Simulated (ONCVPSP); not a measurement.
# Manganese: generating and testing an ONCV potential

Task: generate the file, and judge it by its errors in other configurations, its logarithmic derivatives, its ghosts and its cutoff.

Method: ONCVPSP 4.0.1, PBE, scalar-relativistic.

### Step 1. Settings

Typed settings, in words:

```
element                 : manganese (Mn, Z = 25)
type                    : optimised norm-conserving Vanderbilt (ONCV)
frozen core             : [Ne]
valence charge          : 15
reference configuration : 3s2 3p6 3d5 4s2
partial waves           : 3s+4s: rc 1.35 bohr, ncon 3, nbas 6, qcut 7.7 1/bohr, 2 projectors; 3p: rc 1.35 bohr, ncon 3, nbas 6, qcut 10.5 1/bohr, 2 projectors, debl 3 Ha; 3d: rc 1.60 bohr, ncon 5, nbas 10, qcut 11.9 1/bohr, 2 projectors, debl 1.3 Ha
local potential         : polynomial inside 1.30 bohr (lpopt 5, dvloc0 3 Ha)
core correction         : Teter function, fcfact 5.5, rcfact 1.7
```

### Step 2. Generation

Mn.dat

```
# ATOM AND REFERENCE CONFIGURATION
# atsym  z   nc   nv     iexc    psfile
  Mn 25.00    3    4        4      upf
#
#   n    l    f
    1    0    2.00
    2    0    2.00
    2    1    6.00
    3    0    2.00
    3    1    6.00
    3    2    5.00
    4    0    2.00
#
# PSEUDOPOTENTIAL AND OPTIMIZATION
# lmax
    2
#
#   l,   rc,      ep,       ncon, nbas, qcut
    0    1.35    0.00    3    6    7.70
    1    1.35    0.00    3    6   10.50
    2    1.60    0.00    5   10   11.90
#
# LOCAL POTENTIAL
# lloc, lpopt,  rc(5),   dvloc0
    4    5    1.30    3.00
#
# VANDERBILT-KLEINMAN-BYLANDER PROJECTORs
# l, nproj, debl
    0    2    2.70
    1    2    3.00
    2    2    1.30
#
# MODEL CORE CHARGE
# icmod, fcfact, rcfact
    3    5.50    1.70
#
# LOG DERIVATIVE ANALYSIS
# epsh1, epsh2, depsh
   -5.00    5.00    0.04
#
# OUTPUT GRID
# rlmax, drl
    6.00    0.01
#
# TEST CONFIGURATIONS
# ncnf
    4
# nvcnf
#   n    l    f
    4
    3    0    2.00
    3    1    6.00
    3    2    5.00
    4    0    1.00
#
    4
    3    0    2.00
    3    1    6.00
    3    2    5.00
    4    0    0.00
#
    4
    3    0    2.00
    3    1    6.00
    3    2    4.00
    4    0    0.00
#
    4
    3    0    2.00
    3    1    6.00
    3    2    5.50
    4    0    1.50
#
```

Command:

```bash
$ oncvpsp.x < Mn.dat > Mn.out
```

Before running it: what results should come out? Wanted: cutoffs for 1 and 0.1 mHa per electron, occupied waves; bound ghosts; GHOST(+) flags; largest test error; largest phase difference near zero energy, channels read; rms error of d²Exc/dn², without and with the model core.

**Answer**, as computed:

| quantity | value |
| --- | --- |
| cutoffs for 1 and 0.1 mHa per electron, occupied waves | 48 Ha and 55 Ha |
| bound ghosts | none found |
| GHOST(+) flags | none at low energy |
| largest test error (AE − PS) | +11 meV, for 3s2 3p6 3d4 4s0 |
| largest phase difference near zero energy, channels read | 0.000 rad |
| rms error of d²Exc/dn², without and with the model core | 2.22 and 3.45 mHa |

What this shows: The worst unpolarised test, 3s2 3p6 3d4 4s0, is off by 11 meV on 56.5 eV; by total energies transferability rates as good. By its cutoff, 48 Ha for the looser tolerance, it is hard. At the looser tolerance the 3d wave is the slowest; 3p needs 31 Ha. No bound ghost shows below the valence levels. Near zero energy the phases of the channels with partial waves agree within 0.001 rad. All of this concerns the isolated atom, not yet a solid.
